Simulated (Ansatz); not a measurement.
Consider a scan of ordered alloys across composition of Cd-Pd mixtures (Ansatz 0.2.0, Python API).

Script `cd.py`:
```python
"""Ordered Cd-Pd cells across composition, after relaxing cells and atoms."""

from collections import Counter
import warnings

import ansatz as az
import numpy as np

config = {
    "xc": "r2scan",
    "cutoff_ev": 600,
    "kspacing": 0.33,
    "filling": "cold",
    "sigma": 0.1,
}


def fcc(a_site, a):
    return (
        az.Lattice.fcc(a)
        .space_group(225)
        .atom(a_site, [0, 0, 0])
        .primitive()
    )

A_FIRST, A_LAST = 4.42, 3.89


def run_phase(name, crystal):
    calc = (
        crystal.calculation()
        .functional(config["xc"])
        .basis(config["cutoff_ev"])
        .kpoints(spacing=config["kspacing"])
        .occupations(config["filling"], width=config["sigma"])
        .band_table()
    )
    calc = calc.relax(force_tolerance=0.01, max_steps=40, cell=True)
    return calc.run(threads=1)


def volume_per_atom(outcome):
    return abs(np.linalg.det(outcome.lattice.cell_ang)) / len(outcome.lattice.sites)


def counts(outcome):
    return Counter(site.symbol for site in outcome.lattice.sites)

warnings.simplefilter("ignore", az.DeckWarning)

# swap the mixed sites of the conventional cell one by one
phases = {}
for k in range(4 + 1):
    a = A_FIRST + (A_LAST - A_FIRST) * k / 4
    cell = fcc("Cd", a).conventional().resolved()
    sites = [site.position for site in cell.sites if site.symbol == "Cd"]
    for position in sites[:k]:
        cell = cell.substitution("Pd", at=position, replaces="Cd")
    phases[f"Cd{4 - k}Pd{k}"] = cell.resolved()

done = {}
for name, crystal in phases.items():
    done[name] = run_phase(name, crystal)
    print(f"{name}: {done[name].report['energy_sigma0_ev']:.4f} eV, {len(done[name].lattice.sites)} atoms")

# mixing quantities against the straight line between the end members, both on this lattice
x = {name: counts(o)["Pd"] / (counts(o)["Cd"] + counts(o)["Pd"]) for name, o in done.items()}
first, last = min(x, key=x.get), max(x, key=x.get)
energy = {name: o.report["energy_sigma0_ev"] / len(o.lattice.sites) for name, o in done.items()}
volume = {name: volume_per_atom(o) for name, o in done.items()}
rows = []
for name in sorted(done, key=x.get):
    line = lambda table: (1 - x[name]) * table[first] + x[name] * table[last]
    rows.append((name, x[name], 1000 * (energy[name] - line(energy)), volume[name], 100 * (volume[name] / line(volume) - 1)))
print("      cell       x(Pd)  E_mix (meV/atom)  V (A^3/atom)  excess V (%)")
for row in rows:
    print(f"{str(row[0]):>10}  {row[1]:10.3f}  {row[2]:+16.1f}  {row[3]:12.3f}  {row[4]:+12.2f}")
```

Do these ordered cells favour mixing or separation, and does the volume follow a straight line between the end members?

Mixing energies: -259 meV an atom at x(Pd) = 0.25 (volume -7.3 % off the straight line), -458 meV an atom at x(Pd) = 0.50 (volume -7.6 % off the straight line) and -300 meV an atom at x(Pd) = 0.75 (volume -4.6 % off the straight line). All are negative, so these cells are favoured over the separated end members on this lattice.

The run itself:

Running `python cd.py` prints:
```text
Cd4Pd0: -33072.6312 eV, 4 atoms
Cd3Pd1: -31791.2504 eV, 4 atoms
Cd2Pd2: -30509.6333 eV, 4 atoms
Cd1Pd3: -29226.5862 eV, 4 atoms
Cd0Pd4: -27942.9686 eV, 4 atoms
      cell       x(Pd)  E_mix (meV/atom)  V (A^3/atom)  excess V (%)
    Cd4Pd0       0.000              +0.0        21.716         +0.00
    Cd3Pd1       0.250            -258.7        18.546         -7.33
    Cd2Pd2       0.500            -458.3        16.926         -7.55
    Cd1Pd3       0.750            -300.5        15.845         -4.58
    Cd0Pd4       1.000              +0.0        14.902         +0.00
```

Total energies depend on the potentials; only differences at equal settings carry meaning. For the metals among these phases the mesh is modest: differences between phases can be off by up to 40 meV an atom. These are small ordered cells, with both end members on the same lattice, which need not be their own; they aren't random solutions. Differences under about 40 meV an atom lie within the error of mesh and functional. The cells are prototypes set up for this calculation and needn't exist. The whole script took 3.6 min on 1 thread of Intel(R) Xeon(R) Platinum 8259CL CPU @ 2.50GHz (Skylake/Cascade Lake), on a shared host, peak memory 0.73 GiB.

(Lines on the test bed's own set-up are left out of the output.)
